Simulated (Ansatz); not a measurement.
# triplet GeSiH5Cl: levels of theory compared

Aim: a comparison of 6 runs (UHF/STO-3G, UHF/3-21G, UB2PLYP/cc-pVDZ, UBLYP/cc-pVDZ, UPBE-QIDH/cc-pVDZ, USVWN5/cc-pVDZ) of triplet GeSiH5Cl. 

The results are computed with Ansatz 0.2.0.

62 further runs of the same task are left out: 62 set aside as unsound or not needed.

## (1) The structure to begin with

The species is GeSiH5Cl (8 atoms), meant as a triplet with charge 0. SMILES of the parent species: `Cl[SiH2][GeH3]`. The shape is that of a PBE0-D4/def2-TZVP optimisation. That shape belongs to the parent species and isn't relaxed for this state.

Bond lengths: Cl1–Si2 2.062 Å, Si2–Ge3 2.377 Å, Si2–H4 1.484 Å, Si2–H5 1.484 Å, Ge3–H6 1.536 Å, Ge3–H7 1.538 Å, Ge3–H8 1.536 Å. Some angles: Cl1–Si2–Ge3 109.1°, Cl1–Si2–H4 107.8°, Cl1–Si2–H5 107.8°, Ge3–Si2–H4 111.5°, Ge3–Si2–H5 111.5°, Si2–Ge3–H6 110.0°, Si2–Ge3–H7 109.9°, Si2–Ge3–H8 110.0°, H4–Si2–H5 109.1°, H6–Ge3–H7 108.9°.

## (2) The energy at UHF/STO-3G (run 1)

Contents of job.yaml:

```yaml
crystal:
  periodic: [false, false, false]
  atoms:
    - {symbol: Cl, position_ang: [-2.290300, 1.217200, -0.310600]}
    - {symbol: Si, position_ang: [-0.414100, 0.602600, -0.906900]}
    - {symbol: Ge, position_ang: [0.581500, -0.662200, 0.842700]}
    - {symbol: H, position_ang: [-0.573600, -0.206400, -2.140800]}
    - {symbol: H, position_ang: [0.380700, 1.815700, -1.222200]}
    - {symbol: H, position_ang: [0.711200, 0.201700, 2.106100]}
    - {symbol: H, position_ang: [1.981500, -1.135500, 0.415600]}
    - {symbol: H, position_ang: [-0.284600, -1.890300, 1.160200]}
basis:
  gaussian: {orbitals: STO-3G}
magnetization: {spin_polarized: true, initial_magnetization: 2}
hamiltonian: {xc: hf}
accuracy: high
output: {orbitals: {seedname: orbitals}}
```

The run is started by

```console
$ ansatz run job.yaml --threads 1 --pin off --max-ram 3480MiB --events-out events.jsonl --progress --plain --runs-dir runs
```

Standard output:

```text
Warning: RAYON_NUM_THREADS=1 ignored (pool sized by the plan → 1); use --threads N
Functional definition: HF
  name "HF"
  exchange = exact_x
  correlation = 0
703 factors; integrals over basis functions are off by at most 5.6e-9 eV
mean field evaluation 1: about -76042.5188 eV, gradient 1.0e1 eV
mean field evaluation 2: about -76042.6057 eV, gradient 1.0e1 eV
mean field evaluation 4: about -76044.3842 eV, gradient 1.6e0 eV
mean field evaluation 8: about -76044.5141 eV, gradient 6.5e-2 eV
mean field evaluation 16: about -76044.5859 eV, gradient 4.4e-2 eV
mean field evaluation 32: about -76043.3183 eV, gradient 1.7e0 eV
mean field evaluation 64: about -76044.0448 eV, gradient 2.9e0 eV
mean field evaluation 96: about -76044.5640 eV, gradient 2.0e-4 eV
mean field evaluation 128: about -76044.4728 eV, gradient 1.1e0 eV
mean field evaluation 160: about -76044.6026 eV, gradient 3.4e-1 eV
mean field evaluation 192: about -76044.5122 eV, gradient 3.6e-8 eV
mean field -76044.75936104 eV, -2794.5933615289 hartree, gradient 2.5e-8 eV, S^2 2.002929; 9 other end points of the search recorded, 0 dependent functions left out
reference -76044.75936104 eV, -2794.5933615289 hartree; 35, 33 occupied and 6, 8 virtual orbitals, 703 factors
Total energy: -76044.75936104 eV, -2794.5933615289 hartree
```

Run time: 4.2 s. Hardware: 1 thread of Arm Neoverse V1, shared host; peak memory 0.13 GiB.

## (3) The energy at UHF/3-21G (run 2)

Contents of in.yaml:

```yaml
crystal:
  periodic: [false, false, false]
  atoms:
    - {symbol: Cl, position_ang: [-2.290300, 1.217200, -0.310600]}
    - {symbol: Si, position_ang: [-0.414100, 0.602600, -0.906900]}
    - {symbol: Ge, position_ang: [0.581500, -0.662200, 0.842700]}
    - {symbol: H, position_ang: [-0.573600, -0.206400, -2.140800]}
    - {symbol: H, position_ang: [0.380700, 1.815700, -1.222200]}
    - {symbol: H, position_ang: [0.711200, 0.201700, 2.106100]}
    - {symbol: H, position_ang: [1.981500, -1.135500, 0.415600]}
    - {symbol: H, position_ang: [-0.284600, -1.890300, 1.160200]}
basis:
  gaussian:
    orbitals: 3-21G-spherical.json
magnetization:
  spin_polarized: true
  initial_magnetization: 2
hamiltonian:
  xc: hf
accuracy: high
output: {orbitals: {seedname: orbitals}}
```

The basis set 3-21G is read from a file made from the Basis Set Exchange's data (not shown).

The run is started by

```console
$ ansatz run in.yaml --threads 1 --pin off --max-ram 3480MiB --events-out events.jsonl --progress --plain --runs-dir runs
```

Standard output, shortened:

```text
Warning: RAYON_NUM_THREADS=1 ignored (pool sized by the plan → 1); use --threads N
[... 2 set-up lines as earlier in the session ...]
[...]
1165 factors; integrals over basis functions are off by at most 4.9e-9 eV
[...]
mean field -76537.47467410 eV, -2812.7003153094 hartree, gradient 2.9e-8 eV, S^2 2.012499; 3 other end points of the search recorded, 0 dependent functions left out
reference -76537.47467410 eV, -2812.7003153094 hartree; 35, 33 occupied and 23, 25 virtual orbitals, 1165 factors
Total energy: -76537.47467410 eV, -2812.7003153094 hartree
```

Run time: 5.7 s. Hardware: 1 thread of Arm Neoverse V1, shared host; peak memory 0.2 GiB.

Runs 3 to 5 aren't shown in full; the table further down has their settings and results.

## (4) A single-point energy at USVWN5/cc-pVDZ (run 6)

in.yaml, as its differences from that of step 3:

```diff
@@ -12,10 +12,6 @@
 basis:
-  gaussian:
-    orbitals: 3-21G-spherical.json
-magnetization:
-  spin_polarized: true
-  initial_magnetization: 2
-hamiltonian:
-  xc: hf
+  gaussian: {orbitals: cc-pVDZ}
 accuracy: high
+magnetization: {spin_polarized: true, initial_magnetization: 2}
+hamiltonian: {xc: {name: SVWN5}}
 output: {orbitals: {seedname: orbitals}}
```

The run is started by

```console
$ ansatz run in.yaml --threads 1 --pin off --max-ram 3480MiB --events-out events.jsonl --progress --plain --runs-dir runs
```

Standard output:

```text
Warning: RAYON_NUM_THREADS=1 ignored (pool sized by the plan → 1); use --threads N
Functional definition: SVWN5
  name "SVWN5"
  exchange = slater_x
  correlation = vwn5_c
2044 factors; integrals over basis functions are off by at most 4.4e-9 eV
mean field evaluation 1: about -76833.9520 eV, gradient 1.4e1 eV
mean field evaluation 2: about -76831.8811 eV, gradient 2.1e1 eV
mean field evaluation 4: about -76835.6695 eV, gradient 2.7e0 eV
mean field evaluation 8: about -76835.7259 eV, gradient 8.2e-2 eV
mean field evaluation 16: about -76835.7259 eV, gradient 7.3e-5 eV
mean field evaluation 32: about -76833.0238 eV, gradient 8.8e0 eV
mean field evaluation 64: about -76833.9761 eV, gradient 3.0e0 eV
mean field -76835.72593044 eV, -2823.6608468181 hartree, gradient 4.0e-8 eV, S^2 2.001238; 8 other end points of the search recorded, 0 dependent functions left out
reference -76835.72593387 eV, -2823.6608469440 hartree; 35, 33 occupied and 53, 55 virtual orbitals, 2044 factors
Total energy: -76835.72593387 eV, -2823.6608469440 hartree
```

It took 15 s on 1 thread of Arm Neoverse V1, shared host; peak memory 0.29 GiB.

## (5) The series

| run | level | frozen core orbitals | energy (Eh) | HOMO energy (eV) | ⟨S²⟩ | wall time |
| --- | --- | --- | --- | --- | --- | --- |
| 1 | UHF/STO-3G | – | -2794.593362 | -0.39 | 2.003 | 4.2 s |
| 2 | UHF/3-21G | – | -2812.700315 | -4.20 | 2.012 | 5.7 s |
| 3 | UB2PLYP/cc-pVDZ | 19 | -2828.784639 | -2.92 | 2.007 | 33 s |
| 4 | UBLYP/cc-pVDZ | – | -2829.524263 | -1.33 | 2.002 | 27 s |
| 5 | UPBE-QIDH/cc-pVDZ | 19 | -2828.365800 | -3.67 | 2.008 | 31 s |
| 6 | USVWN5/cc-pVDZ | – | -2823.660847 | -1.63 | 2.001 | 15 s |

## (6) Summary of results

```
                                 quantity           value
                      run 6: total energy  -2823.66085 Eh
run 6: HOMO energy (highest over α and β)        -1.63 eV
                              run 6: ⟨S²⟩           2.001
```

What this shows: Totals of different functionals can't be ranked against each other. In run 1 the basis is minimal, so the values are rough. All runs together took 1.9 min, the longest 33 s.
